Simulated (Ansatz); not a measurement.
Something may be wrong with this Ansatz 0.2.0 calculation of CsNiN.

Contents of input.yaml:

```yaml
crystal:
  lattice:
    - [5.5369659567, 0.0, 0.0]
    - [-2.7684829784, 4.7951531784, 0.0]
    - [0.0, 0.0, 3.446657]
  atoms:
    - { symbol: Cs, position: [0.6666666667, 0.3333333333, 0.5] }
    - { symbol: Ni, position: [0.3333333333, 0.6666666667, 0.0] }
    - { symbol: "N", position: [0.3333333333, 0.6666666667, 0.5] }
hamiltonian:
  xc: pbe
  pseudopotentials: { kind: paw }
kpoints:
  mp_grid: { grid: [6, 6, 8] }
scf:
  occupations: { method: fermi_dirac, width: 0.05 }
  max_iter: 50
output:
  forces: true
  stress: true
  eigenvalues: true
basis:
  ecutwfc: "50 eV"
```

Potentials or basis: Ansatz PAW.

Command:

```bash
$ ansatz run input.yaml --threads 2 --pin off --max-ram 5632MiB --backend cpu --events-out ev --progress --plain --runs-dir out
```

Output:

```text
Warning: basis.ecutwfc = 50 eV is below the records' recommended 420 eV, and the density's cutoff is lower with it unless basis.ecutrho_ratio is high enough to keep the records' density cutoff: compare with a run at a higher cutoff
Warning: RAYON_NUM_THREADS=2 ignored (pool sized by the plan → 2); use --threads N
Engine: ansatz 0.2.0, aarch64-unknown-linux-gnu
Pseudopotentials: kind: paw
Pseudopotential: Cs, paw, valence charge 9, recommended cutoff 420 eV (normal), Cs.paw.azcp
Pseudopotential: Ni, paw, valence charge 18, recommended cutoff 420 eV (normal), Ni.paw.azcp
Pseudopotential: N, paw, valence charge 5, recommended cutoff 420 eV (normal), N.paw.azcp
Functional definition: PBE
  parameter kappa = 0.804
  parameter beta = 0.06672455060314922
  exchange = pbe_x(kappa = kappa, mu = beta*pi^2/3)
  correlation = pbe_c(beta = beta)
Crystal: 3 atoms, lattice volume = 91.511 Å³
Basis set: ecut = 50 eV, 69 PW (Γ), exchange–correlation on 30×30×16 points (8 copies of the dense FFT grid, shifted against one another)
Bands: 20, of which v1, the nominal top of the filled ones, is band 16 counted from 1 (15 counted from 0)
[... 23 lines left out ...]
SCF 1 converged in 9 iterations: F = -10078.730637 eV  dr2 = 9.07e-9
  greatest PAW one-centre occupation: 1.367 electrons in one spin orbital (limit 2), on the Ni atom at site 1 (counted from 0), in its partial waves of l = 1
SCF converged after 9 iterations
Free energy (F): -10078.730637 eV
Harris-Foulkes:  -10078.730637 eV  (|F-HF|=4.65e-9)
Internal energy: -10078.722743 eV  (E = F + TS)
E sigma→0 (E₀):  -10078.726690 eV
Entropy (-TS):   -0.007894 eV (-2.631 meV/atom)
Fermi energy:    12.322648 eV
--- Per-component energies (eV) ---
  E_band       = -1029.956250
  E_kinetic    = 663.259474
  E_local      = -2495.744656  (includes V_loc(G=0)·N_el)
  E_nonlocal   = 18.379313
  E_hartree    = 650.500408
  E_xc         = -413.679767
  E_vxc        = -438.535536  (∫ρ·V_xc dr)
  E_paw        = -6417.692187  (= ΣΔE_a)
  E_vpaw       = -73.188814  (= ΣTr[D̂ρ^β])
  E_aug_tail   = -5.126807  (compensation charges beyond the density's cutoff)
  E_ewald      = -2078.618519
  E_smearing   = -0.007894  (= −TS)
  E_closure    = -0.000000  (closes the sum)
  Σ components = -10078.730637   (vs F -10078.730637, Δ=0.00e0)
--- Forces (eV/Å), atoms counted from 1 ---
  atom   1  Cs     0.00000000    -0.00000000     0.00000000
  atom   2  Ni     0.00000000    -0.00000000    -0.00000000
  atom   3  N     -0.00000000     0.00000000     0.00000000
  max |Σ_I F_I| component: 1.27e-17 eV/Å
--- Stress (GPa, compression-positive) ---
      -30.795128      -0.000000       0.000000
        0.000000     -30.795128      -0.000000
        0.000000      -0.000000     717.191745
  P = ⅓ Tr σ = 218.5338 GPa (2185.338 kbar)
[... 6 lines left out ...]
```

Question: Diagnose the run.

Answer: The calculation finished and met its thresholds. The input holds a flaw that was put in on purpose: a cutoff far too low (basis.ecutwfc = 50 eV). The program doesn't stop on it, so the numbers can't be trusted though the run ends normally.
